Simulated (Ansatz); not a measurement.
# Si5Ge: how the settings move a single-point run

Aim: see which settings change the result for Si5Ge, by how much, and at what cost. The cell is built on a prototype (ordering on diamond) and needn't be the phase found in nature.

Program: Ansatz 0.2.0. Level of theory: reference: DFT, PBE, plane waves, PAW. These are calculated values, not measurements.

1 further run of the same task is left out (it didn't finish).

## 1. The structure to begin with

It takes space group P3m1 (No. 156, trigonal). The conventional cell has a = 3.873 Å, b = 3.873 Å, c = 9.485 Å, α = 90.00°, β = 90.00°, γ = 120.00°. Si (site symmetry 3m) has 3 Si at 2.37 Å and 1 Ge at 2.40 Å as nearest neighbours. Si (site symmetry 3m) has 4 Si at 2.36 to 2.37 Å as nearest neighbours. Around Si (site symmetry 3m) lie 1 Si at 2.35 Å and 3 Ge at 2.38 Å. Si (site symmetry 3m) has 4 Si at 2.35 to 2.37 Å as nearest neighbours. Around Ge (site symmetry 3m) lie 4 Si at 2.38 to 2.40 Å.

As a file:

```xyz
6
Lattice="3.8731 0.0000 0.0000 -1.9366 3.3542 0.0000 0.0000 0.0000 9.4848" Properties=species:S:1:pos:R:3 pbc="T T T"
Si    0.0000    0.0000   -0.0308
Si    1.9366    1.1181    6.3219
Si    0.0000    2.2361    3.1933
Si    1.9366    1.1181    8.6815
Si    0.0000    2.2361    5.5451
Ge    0.0000    0.0000    2.3723
```

## 2. The reference run

Contents of input.yaml:

```yaml
crystal:
  lattice:
    - [3.8731228747, 0.0, 0.0]
    - [-1.9365614373, 3.3542228015, 0.0]
    - [0.0, 0.0, 9.4848246374]
  atoms:
    - { symbol: Si, position: [0.0, 0.0, -0.0032504489] }
    - { symbol: Si, position: [0.6666666667, 0.3333333333, 0.6665279476] }
    - { symbol: Si, position: [0.3333333333, 0.6666666667, 0.3366787532] }
    - { symbol: Si, position: [0.6666666667, 0.3333333333, 0.915302942] }
    - { symbol: Si, position: [0.3333333333, 0.6666666667, 0.5846298178] }
    - { symbol: Ge, position: [0.0, 0.0, 0.2501109882] }
kpoints:
  mp_grid: { grid: [6, 6, 2] }
hamiltonian:
  xc: pbe
scf:
  occupations: { method: fixed }
  n_extra_bands: 5
output:
  forces: true
  stress: true
  eigenvalues: true
```

Command:

```sh
$ ansatz run input.yaml --threads 4 --pin off --max-ram 4608MiB --backend cpu --events-out ev --progress --plain --runs-dir out
```

## 3. Changing settings: exchange pbe, correlation pbe, coeff 0.1, omega 0.2078

Edit input.yaml of step 2 so:

```diff
@@ -15,3 +15,6 @@
 hamiltonian:
-  xc: pbe
+  xc:
+    exchange: pbe
+    correlation: pbe
+    exx: { coeff: 0.1, omega: 0.2078 }
 scf:
```

Q: Predict the outcome of this session. Wanted: for each run, ending; energy change; pressure; gap; force.

The runs gave:

| run | ending | energy change | pressure (GPa) | gap (eV) | force (eV/Å) | cycles | time |
| --- | --- | --- | --- | --- | --- | --- | --- |
| reference | converged | - | 1.7 | 0.65 | 0.08 | 6 | 2.1 s |
| 1: exchange pbe, correlation pbe, coeff 0.1, omega 0.2078 | converged | not comparable | 1.0 | 0.86 | 0.06 | 15 | 54 s |

Residual by cycle in the longest SCF loop of each run; runs are numbered as in the table. The quantity is the density residual dr2, in eV.

| cycle | reference | run 1 |
| --- | --- | --- |
| 1 | 0.00398 | 0.00355 |
| 2 | 6.2e-4 | 0.00101 |
| 3 | 7.9e-5 | 5.7e-4 |
| 4 | 1.8e-5 | 1.8e-4 |
| 5 | 8.2e-7 | 1.4e-5 |
| 6 | 9.0e-8 | 3.5e-6 |
| 7 | - | 8.6e-7 |
| 8 | - | 2.7e-6 |
| 9 | - | 1.4e-8 |

What this shows: A change of functional puts the total energy on another scale; the pressure goes from 1.7 to 1.0 GPa, the gap on the mesh goes from 0.65 to 0.86 eV and the largest force goes from 0.08 to 0.06 eV/Å. At this fixed cell a lower pressure means that this functional prefers a smaller volume than the reference. Cost: 15 SCF cycles against 6, 54 s against 2.1 s.
